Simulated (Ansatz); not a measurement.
# H₇N₂SSi₂ radical: up Jacob's ladder to CCSD(T)

The task here is to estimate one member of a computed series from the others.

Program: Ansatz 0.2.0, Gaussian basis. Level of theory: functionals in def2-TZVPP, the program's frozen cores in correlated methods. These are calculated values, not measurements.

Plan: PBE-D4, r2SCAN-D4, PBE0-D4, B3LYP-D4, ωB97X-V, ωB97M-V, B2PLYP; CCSD(T)/def2-TZVPP; MP2/def2-QZVPP; extrapolation to the limit.

## The relaxed structure

An earlier PBE0-D4 in a triple-zeta def2 set relaxation fixed the geometry.

12 atoms, charge 0, spin multiplicity 2.

Atoms are counted from 1 here; the program's logs count them from 0.

Bond lengths: N1–Si2 1.710 Å, N1–H6 1.006 Å, N1–H7 1.011 Å, Si2–S3 2.156 Å, Si2–H8 1.498 Å, S3–Si4 2.127 Å, Si4–N5 1.732 Å, Si4–H9 1.482 Å, Si4–H10 1.489 Å, N5–H11 1.010 Å, N5–H12 1.011 Å. Angles: Si2–N1–H6 121.7°, Si2–N1–H7 120.7°, H6–N1–H7 114.2°, N1–Si2–S3 109.3°, N1–Si2–H8 106.5°, S3–Si2–H8 110.9°, Si2–S3–Si4 102.0°, S3–Si4–N5 109.7°, S3–Si4–H9 114.1°, S3–Si4–H10 103.0°, N5–Si4–H9 106.4°, N5–Si4–H10 114.5°, H9–Si4–H10 109.3°, Si4–N5–H11 117.1°, Si4–N5–H12 117.0°, H11–N5–H12 109.9°.

The first run:

Contents of in.yaml:

```yaml
crystal:
  periodic: [false, false, false]
  atoms:
    - {symbol: N, position_ang: [-0.743185, -1.526132, 0.571806]}
    - {symbol: Si, position_ang: [0.678067, -2.058785, -0.215875]}
    - {symbol: S, position_ang: [1.778432, -0.348962, -0.931948]}
    - {symbol: Si, position_ang: [0.343733, 1.210420, -0.744714]}
    - {symbol: N, position_ang: [-0.028058, 1.465634, 0.927735]}
    - {symbol: H, position_ang: [-1.526626, -2.139486, 0.722555]}
    - {symbol: H, position_ang: [-0.723842, -0.720875, 1.182901]}
    - {symbol: H, position_ang: [0.235332, -2.925515, -1.355101]}
    - {symbol: H, position_ang: [-0.944369, 0.931697, -1.421953]}
    - {symbol: H, position_ang: [1.011735, 2.362233, -1.412069]}
    - {symbol: H, position_ang: [0.741060, 1.694849, 1.541049]}
    - {symbol: H, position_ang: [-0.822268, 2.054913, 1.135624]}
basis:
  gaussian: {orbitals: def2-TZVPP}
magnetization: {spin_polarized: true, initial_magnetization: 1}
hamiltonian: {xc: pbe, dispersion: d4}
output: {forces: true, orbitals: {seedname: orbitals}}
```

Launch:

```bash
$ ansatz run in.yaml --threads 2 --pin off --events-out ev --progress --plain --max-ram 32768MiB --backend cuda --devices 0, --max-vram 18GiB
```

Among the steps run: PBE-D4 (GGA); r2SCAN-D4 (meta-GGA); PBE0-D4 (hybrid); B3LYP-D4 (hybrid); ωB97X-V (range-separated); ωB97M-V (range-separated); B2PLYP (double hybrid); CCSD(T) in def2-TZVPP; MP2 in def2-QZVPP.

One table of the session follows, with a row left open; its other results are not shown here.

| method | atomisation energy (kcal/mol) |
| --- | --- |
| PBE-D4 | 944.2 |
| r2SCAN-D4 | 932.3 |
| PBE0-D4 | 928.7 |
| B3LYP-D4 | 935.5 |
| ωB97X-V | 940.2 |
| ωB97M-V | ? |
| B2PLYP | 918.1 |
| HF/def2-TZVPP | 647.1 |
| MP2/def2-TZVPP | 907.4 |
| CCSD/def2-TZVPP | 884.0 |
| CCSD(T)/def2-TZVPP | 898.7 |
| MP2/CBS | 941.0 |
| CCSD(T)/CBS | 932.2 |

Estimate the missing values for ωB97M-V.

The run gave: atomisation energy (kcal/mol): 937.0. In the column «atomisation energy (kcal/mol)» it lies between B3LYP-D4 (935.5) and ωB97X-V (940.2).

To keep in mind: Free atoms (2 N, 2 Si, 1 S, 7 H) were run apart at each level; the atomisation energy is their sum less the molecule, without zero-point or spin-orbit terms.
